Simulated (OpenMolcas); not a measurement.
# One shape, several levels: C2F5 (pentafluoroethyl)

Aim: a comparison of 6 runs (U-r2SCAN/cc-pVDZ, UBHLYP/cc-pVDZ, UPBE/cc-pVDZ, UPBE0/cc-pVDZ, USVWN5/cc-pVDZ, UTPSS/cc-pVDZ) of C2F5 (pentafluoroethyl). 

Program for the calculation: OpenMolcas 26.06.

**1. The structure to begin with**

C2F5 has 7 atoms, charge 0, and is taken as a doublet. SMILES: `F[C](F)C(F)(F)F`. Geometry: relaxed at PBE0-D4/def2-TZVP.

Bond lengths: F1–C2 1.312 Å, C2–F3 1.312 Å, C2–C4 1.514 Å, C4–F5 1.327 Å, C4–F6 1.327 Å, C4–F7 1.338 Å. Angles: F1–C2–F3 112.2°, F1–C2–C4 114.4°, F3–C2–C4 114.4°, C2–C4–F5 109.8°, C2–C4–F6 109.7°, C2–C4–F7 111.6°, F5–C4–F6 109.4°, F5–C4–F7 108.1°, F6–C4–F7 108.1°.

**2. The energy at U-r2SCAN/cc-pVDZ (run 1)**

job.input reads:

```
* C2F5 Kohn-Sham DFT

&GATEWAY
 BasLib=$CurrDir
 Coord
 7
 angstrom
 F        1.561030      -0.846020       0.512950
 C        0.322010      -0.468420       0.723150
 F       -0.464130      -1.481230       1.002660
 C       -0.228340       0.480800      -0.320510
 F        0.577960       1.527090      -0.444820
 F       -1.434800       0.896110       0.043240
 F       -0.333720      -0.108340      -1.516660
 Basis=cc-pVDZ
 Group=NoSym

&SEWARD
 GridInput
 Grid=UltraFine
 End of Grid

&SCF
 UHF
 Spin=2
 KSDFT=2
 1.0 MGGA_X_R2SCAN
 1.0 MGGA_C_R2SCAN
 Thresholds=1e-10 1e-07 1e-07 1e-05
 PrOrbitals=1 1
```

The basis set cc-pVDZ is read from a file made from the Basis Set Exchange's data (not shown).

The run is started by

```bash
$ export MOLCAS_MEM=1860
$ pymolcas job.input > job.log
```

What it wrote:

```text
--- Start Module: gateway ---
[...]
--- Stop Module: gateway /rc=_RC_ALL_IS_WELL_ ---
--- Start Module: seward ---
[...]
      Basis functions           98
--- Stop Module: seward /rc=_RC_ALL_IS_WELL_ ---
[...]
--- Start Module: scf ---
[...]
       Convergence after  17 Iterations
[...]
::    Total KS-DFT energy                            -575.1500112045
[...]
      Total spin, S                                     0.5017129063
[...]
      Total electronic charge=   57.000000
      Total            charge=   -0.000000
[...]
      Dipole Moment (debye):
      Origin of the operator (angstrom)=   -0.0055   -0.0007   -0.0237
                   X=  1.2723E-01               Y= -1.1795E-01               Z=  3.7084E-01           Total=  4.0941E-01
      Quadrupole Moment (debye*angstrom):
[...]
--- Stop Module: scf /rc=_RC_ALL_IS_WELL_ ---
[...]
```

Wall time 96 s (1 thread of Intel Xeon Platinum 8259CL at 2.50GHz (Skylake/Cascade Lake), shared host); peak memory 0.55 GiB.

**3. Energy and gradient at UBHLYP/cc-pVDZ (run 2)**

job.inp reads:

```
&GATEWAY
  BasLib
  $CurrDir
  Coord
  7
  angstrom
  F        1.561030      -0.846020       0.512950
  C        0.322010      -0.468420       0.723150
  F       -0.464130      -1.481230       1.002660
  C       -0.228340       0.480800      -0.320510
  F        0.577960       1.527090      -0.444820
  F       -1.434800       0.896110       0.043240
  F       -0.333720      -0.108340      -1.516660
  Basis
  cc-pVDZ
  Group
  NoSym

&SEWARD
  GridInput
  Grid=UltraFine
  End of Grid

&SCF
  UHF
  Spin
  2
  KSDFT
  HYB_GGA_XC_BHANDHLYP
  Thresholds
  1e-10 1e-07 1e-07 1e-05
  PrOrbitals
  1 2

&ALASKA
```

The basis set cc-pVDZ is read from a file made from the Basis Set Exchange's data (not shown).

The run is started by

```bash
$ export MOLCAS_MEM=1860
$ pymolcas job.inp > job.log
```

What it wrote:

```text
--- Start Module: gateway ---
[...]
--- Stop Module: gateway /rc=_RC_ALL_IS_WELL_ ---
[...]
      Basis functions           98
[...]
--- Start Module: scf ---
[...]
       Convergence after  16 Iterations
[...]
::    Total KS-DFT energy                            -575.1618819957
[...]
      Total spin, S                                     0.5016883664
[...]
      Total electronic charge=   57.000000
      Total            charge=   -0.000000
[...]
      Dipole Moment (debye):
      Origin of the operator (angstrom)=   -0.0055   -0.0007   -0.0237
                   X=  1.3335E-01               Y= -4.3716E-02               Z=  4.9209E-01           Total=  5.1170E-01
      Quadrupole Moment (debye*angstrom):
[...]
--- Stop Module: scf /rc=_RC_ALL_IS_WELL_ ---
[...]
--- Start Module: alaska ---
[...]
 *              Molecular gradients               *
 **************************************************
  Irreducible representation: a
 ------------------------------------------------------------------------------------------
                              X                       Y                       Z
 ------------------------------------------------------------------------------------------
  F1                2.19195935495975E-03   -5.12822147685554E-04    3.09532498029119E-04
  C2                1.56524542151715E-03   -2.92761391317287E-03    2.72975715877166E-03
  F3               -1.19254229480781E-03   -1.56296648643561E-03    1.11435343046651E-03
  C4               -4.57048220065100E-04    2.20976099902459E-03    9.08650697935220E-04
  F5                4.11076190798809E-03    4.82946162793851E-03   -4.90269379070263E-04
  F6               -5.80683408087523E-03    1.69889674617352E-03    1.93295413338657E-03
  F7               -4.11542088663452E-04   -3.73471682611104E-03   -6.50497853964538E-03
 ------------------------------------------------------------------------------------------
--- Stop Module: alaska /rc=_RC_ALL_IS_WELL_ ---
[...]
```

Run time: 72 s. Hardware: 1 thread of Intel Xeon Platinum 8259CL at 2.50GHz (Skylake/Cascade Lake), shared host; peak memory 0.55 GiB.

Runs 3 to 5 aren't shown in full; the table further down has their settings and results.

**4. The energy at UTPSS/cc-pVDZ (run 6)**

job.input reads:

```
&GATEWAY
  BasLib = $CurrDir
  Coord
  7
  bohr
  F      2.94991917    -1.59874610     0.96933502
  C      0.60851071    -0.88518551     1.36655545
  F     -0.87707859    -2.79911903     1.89475280
  C     -0.43150006     0.90858032    -0.60567612
  F      1.09218611     2.88578187    -0.84058797
  F     -2.71137904     1.69340248     0.08171176
  F     -0.63063940    -0.20473293    -2.86607202
  Basis = cc-pVDZ
  Group = NoSym

&SEWARD
  GridInput
  Grid=UltraFine
  End of Grid

&SCF
  UHF
  Spin = 2
  KSDFT = 2
  1.0 MGGA_X_TPSS
  1.0 MGGA_C_TPSS
  Thresholds = 1e-10 1e-07 1e-07 1e-05
  PrOrbitals = 1 1
```

The basis set cc-pVDZ is read from a file made from the Basis Set Exchange's data (not shown).

The run is started by

```bash
$ export MOLCAS_MEM=1860
$ pymolcas job.input > job.log
```

What it wrote:

```text
--- Start Module: gateway ---
[...]
--- Stop Module: gateway /rc=_RC_ALL_IS_WELL_ ---
--- Start Module: seward ---
[...]
      Basis functions           98
--- Stop Module: seward /rc=_RC_ALL_IS_WELL_ ---
[...]
--- Start Module: scf ---
[...]
       Convergence after  16 Iterations
[...]
::    Total KS-DFT energy                            -575.4334831889
[...]
      Total spin, S                                     0.5011705234
[...]
      Total electronic charge=   57.000000
      Total            charge=   -0.000000
[...]
      Dipole Moment (debye):
      Origin of the operator (angstrom)=   -0.0055   -0.0007   -0.0237
                   X=  1.3192E-01               Y= -1.7469E-01               Z=  3.1674E-01           Total=  3.8503E-01
      Quadrupole Moment (debye*angstrom):
[...]
--- Stop Module: scf /rc=_RC_ALL_IS_WELL_ ---
[...]
```

Run time: 98 s. Hardware: 1 thread of Intel Xeon Platinum 8259CL at 2.50GHz (Skylake/Cascade Lake), shared host; peak memory 0.55 GiB.

**5. All runs side by side**

```csv
run,level,task,energy (Eh),dipole moment (D),HOMO energy (eV),LUMO energy (eV),wall time
1,U-r2SCAN/cc-pVDZ,energy,-575.150011,0.41,-6.14,-2.84,96 s
2,UBHLYP/cc-pVDZ,gradient,-575.161882,0.51,-9.28,-1.20,72 s
3,UPBE/cc-pVDZ,gradient,-574.830635,0.37,-5.41,-3.34,71 s
4,UPBE0/cc-pVDZ,gradient,-574.835247,0.43,-7.43,-2.25,71 s
5,USVWN5/cc-pVDZ,gradient,-571.556534,0.39,-5.46,-3.90,44 s
6,UTPSS/cc-pVDZ,energy,-575.433483,0.39,-5.72,-3.19,98 s
```

**6. Summary of results**

| quantity | value |
| --- | --- |
| run 6: total energy | -575.43348 Eh |
| run 6: dipole moment | 0.39 D |
| run 6: HOMO energy (highest over α and β) | -5.72 eV |
| run 6: LUMO energy (lowest over α and β) | -3.19 eV |
| run 6: ⟨S²⟩ | 0.752 |

In words: The dipole moment (its size) runs from 0.37 D (UPBE/cc-pVDZ) to 0.51 D (UBHLYP/cc-pVDZ). Totals of different functionals can't be ranked against each other. All runs together took 7.5 min, the longest 98 s.
